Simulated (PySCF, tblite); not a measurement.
# C₄H₅GaS: dynamics, then NMR shifts on frames

How do NMR shifts of C₄H₅GaS (`[GaH2][c]1cccs1`) change as the atoms move?

Programs: tblite 0.8.0 and PySCF 2.14.0, with density-fitted response routines of our own. Each step states its level of theory. These are calculated values for one molecule in the gas phase, unless marked as measured. Atoms are numbered from 0 throughout.

## (1) Starting geometry

11 atoms, charge 0, multiplicity 1; geometry from: GFN2-xTB.

Bonds of the start (Å): Ga0–C1 1.98, C1–C2 1.37, C2–C3 1.41, C3–C4 1.36, C4–S5 1.72, S5–C1 1.74, Ga0–H6 1.57, Ga0–H7 1.57, C2–H8 1.08, C3–H9 1.08, C4–H10 1.07.

## (2) Dynamics with GFN2-xTB

Job settings and geometry (Å):

```
{"job": {"kind": "md", "xc": "GFN2-xTB", "basis": "xTB", "temperature": 300, "steps": 2000, "every": 50, "frames": 5}, "charge": 0, "multiplicity": 1}
Ga     2.490200     0.307736     0.006129
C      0.515118     0.155925    -0.028475
C     -0.318068    -0.890957     0.268957
C     -1.687418    -0.588559     0.113111
C     -1.891644     0.688855    -0.301682
S     -0.418302     1.544686    -0.510025
H      3.181465     1.656050    -0.398009
H      3.384067    -0.911784     0.433258
H      0.053639    -1.853068     0.591360
H     -2.481889    -1.289406     0.301248
H     -2.821744     1.183193    -0.501835
```

Level: GFN2-xTB Langevin dynamics, gas phase.

Command:

```sh
OMP_NUM_THREADS=1 python probes_run.py task.json out
```

This one command runs all jobs of the session in turn.

Standard output:

```text
t/fs     T/K      E/eV
    0.0   263.2   -421.53619
   25.0   135.5   -421.22384
   50.0   217.7   -421.34672
   75.0   183.2   -421.29701
  100.0   183.4   -421.26609
  125.0   284.8   -421.40309
  150.0   212.3   -421.27343
  175.0   259.3   -421.25526
  200.0   290.0   -421.21143
  225.0   356.3   -421.21186
  250.0   346.5   -421.24325
  275.0   230.3   -421.13727
  300.0   410.3   -421.25203
  325.0   520.8   -421.27580
  350.0   287.3   -421.13204
  375.0   247.6   -421.10641
  400.0   327.6   -421.20904
  425.0   306.2   -421.20661
  450.0   214.0   -421.09816
  475.0   292.8   -421.24446
  500.0   254.7   -421.27327
  525.0   281.6   -421.25651
  550.0   286.4   -421.22314
  575.0   295.4   -421.26279
  600.0   183.6   -421.18399
  625.0   319.5   -421.17491
  650.0   281.5   -421.12849
  675.0   282.8   -421.13856
  700.0   222.6   -421.17883
  725.0   244.4   -421.23115
  750.0   230.8   -421.22268
  775.0   272.9   -421.23540
  800.0   277.2   -421.24261
  825.0   361.7   -421.29537
  850.0   503.3   -421.25553
  875.0   354.8   -421.13200
  900.0   177.6   -420.98495
  925.0   232.1   -421.16894
  950.0   300.0   -421.31833
  975.0   322.3   -421.35630
 1000.0   198.1   -421.24195
```

It took 13 s on 1 thread of AMD EPYC 7R43, shared host; peak memory 0.19 GiB.

Distance from the start (root mean square after alignment): 0 fs 0.00 Å, 200 fs 0.38 Å, 400 fs 0.25 Å, 600 fs 0.27 Å, 800 fs 0.45 Å, 1000 fs 0.33 Å.

Positions (Å) and forces (eV/Å) at 1000 fs:

```xyz
11

Ga    2.365   -0.495   -0.108    0.368   -0.434    0.374
C     0.419   -0.674   -0.433   -0.229    0.579    0.178
C    -0.764   -1.303   -0.155   -0.437    1.840   -1.067
C    -1.900   -0.554   -0.600   -0.211   -0.295    0.857
C    -1.606    0.672   -1.050    0.443    0.701   -0.531
S     0.093    0.977   -1.091   -0.205   -0.984    0.096
H     3.142    0.679   -0.806   -0.111   -0.011   -0.024
H     3.263   -1.434    0.889   -0.298    0.247   -0.280
H    -1.014   -2.164    0.365    0.490   -1.572    0.585
H    -2.929   -0.842   -0.428    0.211   -0.254   -0.146
H    -2.290    1.406   -1.418   -0.021    0.183   -0.043
```

## (3) NMR shieldings: 250 fs, PBE0/pcSseg-1

Job settings and geometry (Å):

```
{"job": {"kind": "nmr", "xc": "PBE0", "basis": "pcSseg-1", "pop": false}, "charge": 0, "multiplicity": 1}
Ga     2.320300    -0.461800    -0.055700
C      0.344200    -0.022200    -0.033700
C     -0.555500    -1.022000     0.113200
C     -1.917300    -0.675900     0.032000
C     -2.008400     0.700700    -0.182900
S     -0.477800     1.480100    -0.306500
H      3.738900     0.313000     0.064700
H      2.491300    -2.077500     0.043700
H     -0.155800    -1.980500     0.409500
H     -2.710400    -1.269100     0.308600
H     -2.874000     1.257300    -0.409400
```

Level: GIAO PBE0/pcSseg-1 NMR shielding, non-relativistic, gas phase.

Standard output:

```text
coarse grid: 46816 points
cycle   1  E = -2477.5232346789  dE =  3.568e-01  |g| = 9.914e-01  |ddm| = 3.481e+00
cycle   2  E = -2477.4265703998  dE =  9.666e-02  |g| = 1.216e+00  |ddm| = 1.292e+00
cycle   3  E = -2477.6077539602  dE = -1.812e-01  |g| = 1.575e-01  |ddm| = 9.561e-01
cycle   4  E = -2477.6134087073  dE = -5.655e-03  |g| = 8.063e-02  |ddm| = 2.647e-01
cycle   5  E = -2477.6149406022  dE = -1.532e-03  |g| = 1.221e-02  |ddm| = 8.581e-02
cycle   6  E = -2477.6149713085  dE = -3.071e-05  |g| = 6.390e-03  |ddm| = 1.637e-02
cycle   7  E = -2477.6149812698  dE = -9.961e-06  |g| = 1.319e-03  |ddm| = 5.935e-03
final grid: 96728 points
cycle   8  E = -2477.6149652151  dE =  1.143e-06  |g| = 2.416e-03  |ddm| = 3.650e-03
cycle   9  E = -2477.6149601787  dE =  5.036e-06  |g| = 4.877e-03  |ddm| = 6.951e-03
cycle  10  E = -2477.6149668269  dE = -6.648e-06  |g| = 2.092e-04  |ddm| = 4.700e-03
cycle  11  E = -2477.6149668381  dE = -1.125e-08  |g| = 4.442e-05  |ddm| = 2.438e-04
cycle  12  E = -2477.6149668386  dE = -4.916e-10  |g| = 9.680e-06  |ddm| = 4.818e-05
converged SCF energy = -2477.6149668386

GIAO shielding tensors (ppm)
atom      isotropic    diamagn.    paramagn.     s11        s22        s33       span
  0 Ga    1254.516    2635.867   -1381.351   1085.003   1255.882   1422.664    337.661
  1 C       31.830     262.444    -230.614    -33.948    -15.778    145.215    179.163
  2 C       38.488     253.177    -214.689    -46.965     21.157    141.272    188.236
  3 C       54.189     253.666    -199.476    -35.434     40.461    157.540    192.974
  4 C       33.728     260.898    -227.169    -62.967     24.412    139.740    202.707
  5 S      237.090    1056.810    -819.720     72.150    236.247    402.872    330.722
  6 H       24.225      25.742      -1.517     19.602     19.992     33.080     13.478
  7 H       24.778      26.993      -2.215     19.528     21.213     33.594     14.065
  8 H       23.862      32.328      -8.465     19.406     23.507     28.674      9.268
  9 H       24.600      32.070      -7.469     22.259     24.209     27.332      5.073
 10 H       24.006      31.148      -7.142     21.582     23.467     26.970      5.388
```

Run time: 16 s. Hardware: 1 thread of AMD EPYC 7R43, shared host; peak memory 0.72 GiB.

Shifts follow as δ = σ(reference) − σ, with reference shieldings (ppm) from runs at the same level and on the same kind of geometry: 1H TMS 31.72, 13C TMS 186.9, 33S CS2 504. The references are single molecules in the gas phase. Each atom is listed at this fixed geometry, with no averaging over motion; a spectrum would average atoms that exchange fast.

| atoms | environment | σ (ppm) | δ (ppm) |
| --- | --- | --- | --- |
| C1 | substituted aromatic carbon next to the ring sulfur | 31.8 | 155.1 |
| C4 | aromatic CH next to the ring sulfur | 33.7 | 153.2 |
| C2 | aromatic CH | 38.5 | 148.4 |
| C3 | aromatic CH | 54.2 | 132.7 |
| H8 | hydrogen on an aromatic CH | 23.86 | 7.85 |
| H10 | hydrogen on an aromatic CH next to the ring sulfur | 24.01 | 7.71 |
| H6 | hydrogen on a Ga bonded to C | 24.22 | 7.49 |
| H9 | hydrogen on an aromatic CH | 24.60 | 7.12 |
| H7 | hydrogen on a Ga bonded to C | 24.78 | 6.94 |
| Ga0 | Ga bonded to C, 2 H | 1255 | – |
| S5 | aromatic ring sulfur | 237 | 267 |

Ring of atoms C1, C2, C3, C4, S5: NICS(0) -12.3, NICS(1) -12.0, NICS(1)zz -29.0 ppm (means of both faces).

## (4) Shielding tensors: 425 fs, PBE0/pcSseg-1

Job settings and geometry (Å):

```
{"job": {"kind": "nmr", "xc": "PBE0", "basis": "pcSseg-1", "pop": false}, "charge": 0, "multiplicity": 1}
Ga     2.441300    -0.848000    -0.088600
C      0.412600    -0.627500    -0.218500
C     -0.594600    -1.454500     0.170100
C     -1.904700    -0.895700     0.220200
C     -1.763700     0.442100     0.035800
S     -0.158400     1.034100    -0.396800
H      3.309600     0.406300     0.421100
H      3.215600    -2.214200    -0.255900
H     -0.346300    -2.539300     0.382200
H     -2.797000    -1.458600     0.438000
H     -2.631400     1.131400    -0.084000
```

Method: GIAO PBE0/pcSseg-1 NMR shielding, non-relativistic, gas phase.

Standard output:

```text
coarse grid: 46816 points
cycle   1  E = -2477.5267927772  dE =  2.261e-01  |g| = 9.840e-01  |ddm| = 3.437e+00
cycle   2  E = -2477.4401282150  dE =  8.666e-02  |g| = 1.195e+00  |ddm| = 1.225e+00
cycle   3  E = -2477.6074311086  dE = -1.673e-01  |g| = 1.566e-01  |ddm| = 8.841e-01
cycle   4  E = -2477.6129748212  dE = -5.544e-03  |g| = 8.115e-02  |ddm| = 2.677e-01
cycle   5  E = -2477.6145799171  dE = -1.605e-03  |g| = 1.011e-02  |ddm| = 8.630e-02
cycle   6  E = -2477.6145984279  dE = -1.851e-05  |g| = 5.731e-03  |ddm| = 1.367e-02
cycle   7  E = -2477.6146065024  dE = -8.075e-06  |g| = 7.098e-04  |ddm| = 5.176e-03
final grid: 96728 points
cycle   8  E = -2477.6146171749  dE =  7.738e-08  |g| = 9.181e-04  |ddm| = 2.004e-03
cycle   9  E = -2477.6146166850  dE =  4.899e-07  |g| = 1.617e-03  |ddm| = 2.314e-03
cycle  10  E = -2477.6146173947  dE = -7.097e-07  |g| = 1.457e-04  |ddm| = 1.534e-03
cycle  11  E = -2477.6146173999  dE = -5.214e-09  |g| = 3.901e-05  |ddm| = 1.782e-04
cycle  12  E = -2477.6146174003  dE = -3.688e-10  |g| = 7.249e-06  |ddm| = 3.991e-05
converged SCF energy = -2477.6146174003

GIAO shielding tensors (ppm)
atom      isotropic    diamagn.    paramagn.     s11        s22        s33       span
  0 Ga    1233.307    2635.730   -1402.424   1051.003   1217.013   1431.904    380.901
  1 C       26.871     263.103    -236.232    -54.527     -8.563    143.703    198.230
  2 C       43.845     253.026    -209.181    -36.554     32.876    135.212    171.766
  3 C       54.796     256.496    -201.700    -36.997     48.652    152.734    189.732
  4 C       32.239     257.894    -225.655    -53.671     16.696    133.692    187.363
  5 S      223.047    1056.968    -833.921     -4.297    248.023    425.415    429.712
  6 H       24.686      26.448      -1.762     19.663     21.027     33.369     13.706
  7 H       24.861      26.650      -1.788     19.632     20.567     34.385     14.753
  8 H       23.500      29.519      -6.019     19.141     23.635     27.722      8.581
  9 H       23.836      30.664      -6.828     21.409     24.195     25.905      4.496
 10 H       23.639      29.025      -5.386     20.306     23.624     26.985      6.679
```

Run time: 15 s. Hardware: 1 thread of AMD EPYC 7R43, shared host; peak memory 0.73 GiB.

In short: δ C1 160.1, C4 154.7, C2 143.1, C3 132.1, H8 8.22, H10 8.08 ppm.

## (5) NMR shieldings: 625 fs, PBE0/pcSseg-1

Job settings and geometry (Å):

```
{"job": {"kind": "nmr", "xc": "PBE0", "basis": "pcSseg-1", "pop": false}, "charge": 0, "multiplicity": 1}
Ga     2.727700    -0.819900    -0.124900
C      0.808500    -0.991400     0.040600
C     -0.161300    -1.870300    -0.247300
C     -1.441200    -1.223500    -0.395500
C     -1.436900     0.085300    -0.044400
S      0.080300     0.617400     0.340600
H      3.212000     0.619800    -0.015700
H      3.762500    -2.061600     0.012400
H      0.091400    -2.920900    -0.500900
H     -2.329000    -1.733400    -0.788800
H     -2.352500     0.714100    -0.039500
```

Method: GIAO PBE0/pcSseg-1 NMR shielding, non-relativistic, gas phase.

Standard output:

```text
coarse grid: 46816 points
cycle   1  E = -2477.5285770750  dE =  4.268e-01  |g| = 9.894e-01  |ddm| = 3.500e+00
cycle   2  E = -2477.4486642331  dE =  7.991e-02  |g| = 1.194e+00  |ddm| = 1.210e+00
cycle   3  E = -2477.6110292194  dE = -1.624e-01  |g| = 1.421e-01  |ddm| = 8.594e-01
cycle   4  E = -2477.6150168334  dE = -3.988e-03  |g| = 8.216e-02  |ddm| = 2.561e-01
cycle   5  E = -2477.6167215837  dE = -1.705e-03  |g| = 1.135e-02  |ddm| = 9.206e-02
cycle   6  E = -2477.6167483167  dE = -2.673e-05  |g| = 6.025e-03  |ddm| = 1.683e-02
cycle   7  E = -2477.6167571359  dE = -8.819e-06  |g| = 1.258e-03  |ddm| = 5.731e-03
final grid: 96728 points
cycle   8  E = -2477.6167684858  dE =  9.541e-07  |g| = 2.259e-03  |ddm| = 3.495e-03
cycle   9  E = -2477.6167645228  dE =  3.963e-06  |g| = 4.406e-03  |ddm| = 6.262e-03
cycle  10  E = -2477.6167698611  dE = -5.338e-06  |g| = 1.957e-04  |ddm| = 4.230e-03
cycle  11  E = -2477.6167698707  dE = -9.662e-09  |g| = 4.163e-05  |ddm| = 2.194e-04
cycle  12  E = -2477.6167698712  dE = -4.593e-10  |g| = 9.498e-06  |ddm| = 5.311e-05
converged SCF energy = -2477.6167698712

GIAO shielding tensors (ppm)
atom      isotropic    diamagn.    paramagn.     s11        s22        s33       span
  0 Ga    1216.622    2636.821   -1420.198   1047.242   1186.562   1416.063    368.821
  1 C       25.202     263.455    -238.253    -59.198     -3.626    138.429    197.627
  2 C       45.126     253.070    -207.943    -44.150     30.184    149.345    193.494
  3 C       50.328     254.296    -203.969    -24.701     43.198    132.487    157.188
  4 C       48.821     260.268    -211.448    -55.121     42.513    159.070    214.191
  5 S      216.165    1058.025    -841.860     63.445    234.742    350.310    286.865
  6 H       25.726      27.765      -2.039     19.484     22.218     35.474     15.990
  7 H       24.715      26.216      -1.502     19.913     20.452     33.779     13.866
  8 H       23.254      29.838      -6.584     19.733     22.992     27.038      7.304
  9 H       24.132      29.745      -5.614     20.411     24.691     27.294      6.882
 10 H       23.451      29.980      -6.529     20.443     23.786     26.124      5.681
```

Wall time 15 s (1 thread of AMD EPYC 7R43, shared host); peak memory 0.86 GiB.

In short: δ C1 161.7, C2 141.8, C4 138.1, C3 136.6, H8 8.46, H10 8.27 ppm.

## (6) Shielding tensors: 800 fs, PBE0/pcSseg-1

Job settings and geometry (Å):

```
{"job": {"kind": "nmr", "xc": "PBE0", "basis": "pcSseg-1", "pop": false}, "charge": 0, "multiplicity": 1}
Ga     2.618800    -0.550300     0.033300
C      0.594600    -0.480500    -0.286200
C     -0.369200    -1.432900    -0.620100
C     -1.698600    -0.917900    -0.729100
C     -1.798600     0.410000    -0.424000
S     -0.161000     1.072500    -0.147500
H      3.558800     0.459900    -0.839300
H      3.203100    -1.692000     0.951100
H     -0.065000    -2.479100    -0.786700
H     -2.582300    -1.586300    -0.832200
H     -2.640700     1.118100    -0.461100
```

With the program's defaults for keys left out, this is: GIAO PBE0/pcSseg-1 NMR shielding, non-relativistic, gas phase.

Standard output:

```text
coarse grid: 46816 points
cycle   1  E = -2477.5313509135  dE =  1.605e-01  |g| = 9.811e-01  |ddm| = 3.433e+00
cycle   2  E = -2477.4572706282  dE =  7.408e-02  |g| = 1.176e+00  |ddm| = 1.215e+00
cycle   3  E = -2477.6122108774  dE = -1.549e-01  |g| = 1.399e-01  |ddm| = 8.395e-01
cycle   4  E = -2477.6160058060  dE = -3.795e-03  |g| = 8.342e-02  |ddm| = 2.491e-01
cycle   5  E = -2477.6177818785  dE = -1.776e-03  |g| = 9.580e-03  |ddm| = 8.932e-02
cycle   6  E = -2477.6177988174  dE = -1.694e-05  |g| = 5.752e-03  |ddm| = 1.427e-02
cycle   7  E = -2477.6178069625  dE = -8.145e-06  |g| = 1.262e-03  |ddm| = 5.539e-03
final grid: 96728 points
cycle   8  E = -2477.6178305792  dE =  1.261e-06  |g| = 2.476e-03  |ddm| = 3.558e-03
cycle   9  E = -2477.6178245642  dE =  6.015e-06  |g| = 5.241e-03  |ddm| = 7.140e-03
cycle  10  E = -2477.6178322771  dE = -7.713e-06  |g| = 1.472e-04  |ddm| = 4.934e-03
cycle  11  E = -2477.6178322818  dE = -4.707e-09  |g| = 3.664e-05  |ddm| = 1.555e-04
cycle  12  E = -2477.6178322821  dE = -3.383e-10  |g| = 8.185e-06  |ddm| = 3.873e-05
converged SCF energy = -2477.6178322821

GIAO shielding tensors (ppm)
atom      isotropic    diamagn.    paramagn.     s11        s22        s33       span
  0 Ga    1233.371    2635.509   -1402.138   1037.291   1200.595   1462.228    424.937
  1 C       23.539     264.546    -241.007    -59.170    -15.758    145.544    204.713
  2 C       44.244     252.225    -207.981    -39.481     37.659    134.554    174.035
  3 C       54.640     254.174    -199.535    -31.030     39.638    155.311    186.342
  4 C       34.277     260.713    -226.435    -59.896     30.800    131.928    191.824
  5 S      199.144    1057.811    -858.666     43.287    209.685    344.460    301.173
  6 H       24.325      25.758      -1.434     19.510     20.737     32.727     13.217
  7 H       24.720      26.502      -1.782     19.453     20.586     34.121     14.668
  8 H       23.731      30.546      -6.815     19.698     23.301     28.194      8.495
  9 H       23.624      28.646      -5.022     20.470     23.799     26.604      6.134
 10 H       23.032      30.359      -7.327     20.735     21.874     26.486      5.751
```

It took 15 s on 1 thread of AMD EPYC 7R43, shared host; peak memory 0.8 GiB.

In short: δ C1 163.4, C4 152.6, C2 142.7, C3 132.3, H10 8.69, H9 8.09 ppm.

## (7) Nuclear shieldings: 1000 fs, PBE0/pcSseg-1

Job settings and geometry (Å):

```
{"job": {"kind": "nmr", "xc": "PBE0", "basis": "pcSseg-1", "pop": false}, "charge": 0, "multiplicity": 1}
Ga     2.365500    -0.495400    -0.107800
C      0.418900    -0.674400    -0.433200
C     -0.764500    -1.302600    -0.155200
C     -1.899600    -0.553700    -0.600300
C     -1.606200     0.671700    -1.049800
S      0.093500     0.976700    -1.090700
H      3.142400     0.679100    -0.806300
H      3.263300    -1.434400     0.889000
H     -1.014000    -2.164300     0.365200
H     -2.929000    -0.841900    -0.428500
H     -2.290100     1.405800    -1.417700
```

With the program's defaults for keys left out, this is: GIAO PBE0/pcSseg-1 NMR shielding, non-relativistic, gas phase.

Standard output:

```text
coarse grid: 46816 points
cycle   1  E = -2477.5218426420  dE =  3.553e-01  |g| = 9.864e-01  |ddm| = 3.494e+00
cycle   2  E = -2477.4349323837  dE =  8.691e-02  |g| = 1.199e+00  |ddm| = 1.254e+00
cycle   3  E = -2477.6018494076  dE = -1.669e-01  |g| = 1.584e-01  |ddm| = 9.177e-01
cycle   4  E = -2477.6076288043  dE = -5.779e-03  |g| = 8.244e-02  |ddm| = 2.790e-01
cycle   5  E = -2477.6093194251  dE = -1.691e-03  |g| = 9.425e-03  |ddm| = 8.693e-02
cycle   6  E = -2477.6093360349  dE = -1.661e-05  |g| = 5.460e-03  |ddm| = 1.456e-02
cycle   7  E = -2477.6093433032  dE = -7.268e-06  |g| = 9.011e-04  |ddm| = 5.033e-03
final grid: 96728 points
cycle   8  E = -2477.6093550508  dE =  4.174e-07  |g| = 1.530e-03  |ddm| = 2.469e-03
cycle   9  E = -2477.6093530334  dE =  2.017e-06  |g| = 3.074e-03  |ddm| = 4.348e-03
cycle  10  E = -2477.6093556928  dE = -2.659e-06  |g| = 1.476e-04  |ddm| = 3.004e-03
cycle  11  E = -2477.6093556981  dE = -5.322e-09  |g| = 3.908e-05  |ddm| = 1.690e-04
cycle  12  E = -2477.6093556985  dE = -3.638e-10  |g| = 6.371e-06  |ddm| = 3.476e-05
converged SCF energy = -2477.6093556985

GIAO shielding tensors (ppm)
atom      isotropic    diamagn.    paramagn.     s11        s22        s33       span
  0 Ga    1256.854    2635.825   -1378.971   1086.561   1280.324   1403.676    317.115
  1 C       28.200     261.529    -233.330    -62.414     -6.484    153.497    215.911
  2 C       48.372     249.620    -201.248    -28.116     21.378    151.852    179.968
  3 C       49.157     256.452    -207.295    -39.709     46.896    140.284    179.993
  4 C       40.425     261.238    -220.813    -56.562     30.908    146.929    203.492
  5 S      171.344    1057.782    -886.437    -20.763    187.846    346.951    367.714
  6 H       25.024      26.939      -1.915     19.030     22.037     34.005     14.975
  7 H       24.655      25.889      -1.235     19.890     20.103     33.971     14.082
  8 H       24.169      31.880      -7.712     20.957     25.047     26.502      5.545
  9 H       24.036      30.594      -6.557     20.778     24.242     27.088      6.310
 10 H       23.991      31.179      -7.188     21.407     23.158     27.407      6.001
```

It took 15 s on 1 thread of AMD EPYC 7R43, shared host; peak memory 0.73 GiB.

Key values: δ C1 158.7, C4 146.5, C2 138.6, C3 137.8, H10 7.73, H9 7.68 ppm.

## (8) Run by run: NMR shifts

Shifts (ppm) of some atoms, chosen among heavy atoms and hydrogens apart, with basis size and wall time:

| frame | C1 | C4 | C2 | C3 | H6 | H9 | S5 | functions | time |
| --- | --- | --- | --- | --- | --- | --- | --- | --- | --- |
| 250 fs | 155.1 | 153.2 | 148.4 | 132.7 | 7.49 | 7.12 | 267 | 158 | 16 s |
| 425 fs | 160.1 | 154.7 | 143.1 | 132.1 | 7.03 | 7.88 | 281 | 158 | 15 s |
| 625 fs | 161.7 | 138.1 | 141.8 | 136.6 | 5.99 | 7.59 | 288 | 158 | 15 s |
| 800 fs | 163.4 | 152.6 | 142.7 | 132.3 | 7.39 | 8.09 | 305 | 158 | 15 s |
| 1000 fs | 158.7 | 146.5 | 138.6 | 137.8 | 6.69 | 7.68 | 332 | 158 | 15 s |

## (9) Results

| quantity | value |
| --- | --- |
| thermostat | 300 K |
| mean temperature, second half | 280 K |
| mean potential energy above the minimum | 0.32 eV |
| 13C shifts against TMS (PBE0/pcSseg-1, 250 fs) | 155.1, 153.2, 148.4, 132.7 ppm |
| 1H shifts against TMS (PBE0/pcSseg-1, 250 fs) | 7.85, 7.71, 7.49, 7.12, 6.94 ppm |
| 33S shifts against CS2 (PBE0/pcSseg-1, 250 fs) | 267 ppm |
| shieldings of Ga (PBE0/pcSseg-1, 250 fs) | Ga0 1254.5 ppm |
| range of the shift of S5 | 267 to 332 ppm |

What this shows: In the second half the potential energy averages 0.32 eV above the minimum; equipartition over 27 harmonic modes at 300 K would give 0.35 eV. With 11 atoms the temperature swings widely (136 to 521 K). Shifts at one fixed geometry are not the observed spectrum, which averages over the motion. NICS(1)zz of -29 ppm above the planar ring from C1 marks a diatropic (aromatic) ring current. Among the atoms with a shift in every run: In ppm, S5 moves most: its shift spreads over 66 ppm, from 267 (250 fs) to 332 (1000 fs). Spin-orbit coupling is left out, which matters for shieldings and couplings at and beside the heavy atoms.
